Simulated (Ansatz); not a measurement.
**CH4OSe (SMILES OC[SeH]): functionals against CCSD(T) at one geometry**

Aim: energy, forces and dipole at a structure displaced at random from a GFN2-xTB minimum, from CCSD(T) and from density functionals.

The runs use Ansatz 0.2.0, Gaussian basis; single points in def2-TZVPP.

Cores are frozen in the correlated methods. Filled d shells of the heavier atoms are correlated.

## 1. Starting geometry

SMILES `OC[SeH]`, 7 atoms, charge 0, spin multiplicity 1.

Atoms are counted from 1 here; the program's logs count them from 0.

Bond lengths: O1–C2 1.470 Å, O1–H4 1.016 Å, C2–Se3 2.062 Å, C2–H5 1.068 Å, C2–H6 0.963 Å, Se3–H7 1.594 Å. Angles: C2–O1–H4 103.3°, O1–C2–Se3 101.5°, O1–C2–H5 119.4°, O1–C2–H6 115.5°, Se3–C2–H5 100.9°, Se3–C2–H6 99.7°, H5–C2–H6 115.0°, C2–Se3–H7 89.5°.

As a file:

| atom | x (Å) | y (Å) | z (Å) |
| --- | --- | --- | --- |
| O1 | -1.22490 | 0.45950 | -0.83120 |
| C2 | -0.20160 | 0.39640 | 0.22280 |
| Se3 | 1.14160 | -0.94380 | -0.58560 |
| H4 | -1.67890 | -0.44760 | -0.77170 |
| H5 | -0.43200 | -0.08290 | 1.14850 |
| H6 | 0.36640 | 1.17050 | 0.29600 |
| H7 | 2.06430 | -0.77510 | 0.70310 |

## 2. CCSD(T)/def2-TZVPP

Input file run/in.yaml:

```yaml
crystal:
  periodic: [false, false, false]
  atoms:
    - {symbol: O, position_ang: [-1.224900, 0.459500, -0.831200]}
    - {symbol: C, position_ang: [-0.201600, 0.396400, 0.222800]}
    - {symbol: Se, position_ang: [1.141600, -0.943800, -0.585600]}
    - {symbol: H, position_ang: [-1.678900, -0.447600, -0.771700]}
    - {symbol: H, position_ang: [-0.432000, -0.082900, 1.148500]}
    - {symbol: H, position_ang: [0.366400, 1.170500, 0.296000]}
    - {symbol: H, position_ang: [2.064300, -0.775100, 0.703100]}
basis:
  gaussian: {orbitals: def2-TZVPP}
correlation: {method: ccsd_t}
output: {forces: true}
```

No record of the launch command was kept for these runs.

## 3. PBE0-D4/def2-TZVPP

Edit run/in.yaml of step 2 so:

```diff
@@ -12,3 +12,3 @@
   gaussian: {orbitals: def2-TZVPP}
-correlation: {method: ccsd_t}
-output: {forces: true}
+hamiltonian: {xc: pbe0, dispersion: d4}
+output: {forces: true, orbitals: {seedname: orbitals}}
```

## 4. wB97M-V/def2-TZVPP

Edit run/in.yaml of step 3 so:

```diff
@@ -12,3 +12,3 @@
   gaussian: {orbitals: def2-TZVPP}
-hamiltonian: {xc: pbe0, dispersion: d4}
-output: {forces: true, orbitals: {seedname: orbitals}}
+hamiltonian: {xc: {name: wB97M-V}}
+output: {forces: true}
```

## 5. r2SCAN-D4/def2-TZVPP

Edit run/in.yaml of step 4 so:

```diff
@@ -12,3 +12,3 @@
   gaussian: {orbitals: def2-TZVPP}
-hamiltonian: {xc: {name: wB97M-V}}
+hamiltonian: {xc: r2scan, dispersion: d4}
 output: {forces: true}
```

## 6. PBE-D4/def2-TZVPP

Edit run/in.yaml of step 5 so:

```diff
@@ -12,3 +12,3 @@
   gaussian: {orbitals: def2-TZVPP}
-hamiltonian: {xc: r2scan, dispersion: d4}
+hamiltonian: {xc: pbe, dispersion: d4}
 output: {forces: true}
```

## 7. CAM-B3LYP-D4/def2-TZVPP

Edit run/in.yaml of step 6 so:

```diff
@@ -12,3 +12,3 @@
   gaussian: {orbitals: def2-TZVPP}
-hamiltonian: {xc: pbe, dispersion: d4}
+hamiltonian: {xc: {name: CAM-B3LYP}, dispersion: d4}
 output: {forces: true}
```

## 8. BLYP-D4/def2-TZVPP

Edit run/in.yaml of step 7 so:

```diff
@@ -12,3 +12,3 @@
   gaussian: {orbitals: def2-TZVPP}
-hamiltonian: {xc: {name: CAM-B3LYP}, dispersion: d4}
+hamiltonian: {xc: {name: BLYP}, dispersion: d4}
 output: {forces: true}
```

(Steps that only read results are left out.)

Q: Predict the outcome of this session. Wanted: energy less free atoms, CCSD(T)/def2-TZVPP; RMS force component; RMS force error; HOMO and LUMO, PBE0-D4; T1 diagnostic.

**Answer**, as computed:

| quantity | value |
| --- | --- |
| energy less free atoms, CCSD(T)/def2-TZVPP | -2167.5 kJ/mol |
| RMS force component | 2.175 to 2.425 eV/Å over the methods |
| RMS force error | PBE0-D4 0.160, wB97M-V 0.083, r2SCAN-D4 0.112, PBE-D4 0.241, CAM-B3LYP-D4 0.120, BLYP-D4 0.320 eV/Å |
| HOMO and LUMO, PBE0-D4 | -6.62 and -0.76 eV |
| T1 diagnostic | 0.011 |

In words: Against CCSD(T) the functionals' energies less atoms differ by -123.1 to -50.5 kJ/mol, PBE-D4 by -123.1 kJ/mol. CCSD(T) in triple zeta still lacks some correlation energy of the bonds, so part of these gaps is its own basis error and they don't rank the functionals. On forces the order runs from wB97M-V to BLYP-D4. Frozen-core CCSD(T) forces in triple zeta carry basis errors of their own, and this is one geometry, so small gaps rank nothing.
